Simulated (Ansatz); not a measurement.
**BCCD(T)/STO-3G run of AlCl2F (SMILES [F][Al]([Cl])[Cl])**

Aim: the vertical electron affinity of AlCl2F at BCCD(T)/STO-3G, from 2 runs. 

The calculation is run with Ansatz 0.2.0.

61 further runs of the same task are left out: 5 that didn't finish, 56 set aside as unsound or not needed.

### 1 The structure to begin with

The species is AlCl2F (4 atoms), meant as a singlet with charge 0. As SMILES, `[F][Al]([Cl])[Cl]`. The coordinates come from a PBE0-D4/def2-TZVP relaxation.

Bond lengths: F1–Al2 1.633 Å, Al2–Cl3 2.065 Å, Al2–Cl4 2.065 Å. Angles: F1–Al2–Cl3 119.2°, F1–Al2–Cl4 119.2°, Cl3–Al2–Cl4 121.5°.

### 2 A single-point energy at BCCD(T)/STO-3G

molecule.yaml

```yaml
crystal:
  periodic: [false, false, false]
  atoms:
    - symbol: F
      position_ang: [0.087420, 0.388220, 1.682350]
    - symbol: Al
      position_ang: [0.004800, 0.021530, 0.093600]
    - symbol: Cl
      position_ang: [1.223040, -1.463690, -0.663450]
    - symbol: Cl
      position_ang: [-1.315270, 1.053930, -1.112510]
basis:
  gaussian: {orbitals: STO-3G}
scf: {omitted_lower_state_checks: [cluster_reference, increment]}
correlation: {method: bccd_t, frozen_orbitals: {Al: 5, Cl: 5, F: 1}}
total_charge: 0
accuracy: high
```

The run is started by

```
$ ansatz run molecule.yaml --threads 1 --pin off --max-ram 3480MiB --events-out events.jsonl --progress --plain --runs-dir runs
```

Standard output, cut to the lines that bear on the results:

```text
Warning: RAYON_NUM_THREADS=1 ignored (pool sized by the plan → 1); use --threads N
Functional definition: HF
  name "HF"
[...]
603 factors; integrals over basis functions are off by at most 2.8e-8 eV
[...]
mean field -33917.39838949 eV, -1246.4414007754 hartree, gradient 6.1e-8 eV, S^2 0.000000; 0 other end points of the search recorded, 0 dependent functions left out
16 core orbitals not correlated: weight in the atoms' cores, before any rotation towards them, 0.999 or more for the frozen orbitals, at most 0.000 for the correlated occupied ones
reference -33917.39838949 eV, -1246.4414007754 hartree; 12, 12 occupied and 4, 4 virtual orbitals, 603 factors
second order -1.29914723 eV of doubles, -0.00000000 eV of singles
cycle   1  -1.37880456 eV  change   -8.0e-2 eV  update   7.2e-2
[...]
cycle  19  -1.50558312 eV  change   3.5e-10 eV  update  9.3e-10
perturbative correction -0.14794188 eV, -0.0054367638 hartree
Total energy: -33919.05191449 eV, -1246.5021666983 hartree
Checks for a lower state left out: cluster_reference, increment
```

Run time: 0.46 s. Hardware: 1 thread of Arm Neoverse V1, shared host.

### 3 The doublet anion at the same level

Changes to molecule.yaml since step 2:

```diff
@@ -13,5 +13,6 @@
   gaussian: {orbitals: STO-3G}
+total_charge: -1
+magnetization: {spin_polarized: true, initial_magnetization: 1}
+correlation: {method: bccd_t, frozen_orbitals: {Al: 5, Cl: 5, F: 1}}
+accuracy: high
 scf: {omitted_lower_state_checks: [cluster_reference, increment]}
-correlation: {method: bccd_t, frozen_orbitals: {Al: 5, Cl: 5, F: 1}}
-total_charge: 0
-accuracy: high
```

The run is started by

```
$ ansatz run molecule.yaml --threads 1 --pin off --max-ram 3480MiB --events-out events.jsonl --progress --plain --runs-dir runs
```

Standard output, cut to the lines that bear on the results:

```text
Warning: RAYON_NUM_THREADS=1 ignored (pool sized by the plan → 1); use --threads N
[... 2 set-up lines as earlier in the session ...]
[...]
603 factors; integrals over basis functions are off by at most 2.8e-8 eV
[...]
mean field -33910.71170509 eV, -1246.1956696560 hartree, gradient 6.4e-8 eV, S^2 0.750809; 4 other end points of the search recorded, 0 dependent functions left out
16 core orbitals not correlated: weight in the atoms' cores, before any rotation towards them, 0.999 or more for the frozen orbitals, at most 0.000 for the correlated occupied ones
reference -33910.71170509 eV, -1246.1956696560 hartree; 13, 12 occupied and 3, 4 virtual orbitals, 603 factors
second order -0.87133478 eV of doubles, -0.00000000 eV of singles
cycle   1  -0.96504374 eV  change   -9.4e-2 eV  update   5.4e-2
[...]
cycle  43  -1.08308224 eV  change  -1.8e-10 eV  update   2.4e-9
perturbative correction -0.05585074 eV, -0.0020524767 hartree
Total energy: -33911.85063806 eV, -1246.2375246709 hartree
Checks for a lower state left out: cluster_reference, increment
```

Wall time 1.8 s (1 thread of Arm Neoverse V1, shared host); peak memory 0.1 GiB.

### 4 Outcome

At BCCD(T)/STO-3G, 16 core orbitals frozen:

| quantity | value |
| --- | --- |
| singlet AlCl2F: total energy | -1246.50217 Eh |
| singlet AlCl2F: correlation energy (16 core orbitals frozen) | -60.8 mEh |
| singlet AlCl2F: (T) correction | -5.44 mEh |
| doublet anion: total energy | -1246.23752 Eh |
| doublet anion: correlation energy (16 core orbitals frozen) | -41.9 mEh |
| doublet anion: (T) correction | -2.05 mEh |
| doublet anion: ⟨S²⟩ of the reference determinant | 0.751 |
| vertical electron affinity (to the doublet anion) | -7.201 eV |

In words: The anion lies 7.20 eV (695 kJ/mol) above the neutral: the electron isn't bound at this level, and such a value depends on the basis. Without diffuse functions anions come out too high. In a minimal basis such a difference can be off by several eV, whatever the method. The triples (singlet AlCl2F) make up 8.9 % of the correlation energy. The triples (doublet anion) make up 4.9 % of the correlation energy.
